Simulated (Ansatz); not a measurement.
# Al: the cost of one run

Computed with Ansatz 0.2.0 (DFT r2SCAN, scalar-relativistic, plane waves, PAW, unless a step's input says otherwise).

This is Al in the hcp structure; at room conditions it is fcc.

### 1 Starting point

Symmetry: P6_3/mmc, No. 194, hexagonal system. The conventional cell has a = 2.812 Å, b = 2.812 Å, c = 4.867 Å, α = 90.00°, β = 90.00°, γ = 120.00°. Al (site symmetry -6m2) has 12 Al at 2.81 to 2.93 Å as nearest neighbours.

Coordinates:

```cif
data_structure
_symmetry_space_group_name_H-M 'P 1'
_symmetry_Int_Tables_number 1
_cell_length_a 2.8125
_cell_length_b 2.8125
_cell_length_c 4.8669
_cell_angle_alpha 90.000
_cell_angle_beta 90.000
_cell_angle_gamma 120.000
_cell_volume 33.34
loop_
_atom_site_label
_atom_site_type_symbol
_atom_site_fract_x
_atom_site_fract_y
_atom_site_fract_z
_atom_site_occupancy
Al1 Al 0.66667 0.33333 0.75000 1
Al2 Al 0.33333 0.66667 0.25000 1
```

It goes back to an entry of the Materials Project, which need not be the stable form.

No relaxation comes first: the listed cell is the starting point.

### 2 The reference: the undisturbed cell on the scan's mesh

input.yaml reads:

```yaml
crystal:
  lattice:
    - [2.8124553515, 0.0, 0.0]
    - [-1.4062276757, 2.4356577814, 0.0]
    - [0.0, 0.0, 4.86685]
  atoms:
    - { symbol: Al, position: [0.6666666667, 0.3333333333, 0.75] }
    - { symbol: Al, position: [0.3333333333, 0.6666666667, 0.25] }
basis:
  ecutwfc: 500
kpoints:
  mp_grid: { grid: [21, 21, 10] }
hamiltonian:
  xc: r2scan
scf:
  occupations: { method: gaussian, width: 0.15 }
output:
  forces: true
  stress: true
  eigenvalues: true
```

Q: Estimate wall time and peak memory on 1 thread of an x86-64 CPU, shared host.

About 3.9 s, with a peak of 0.51 GiB.
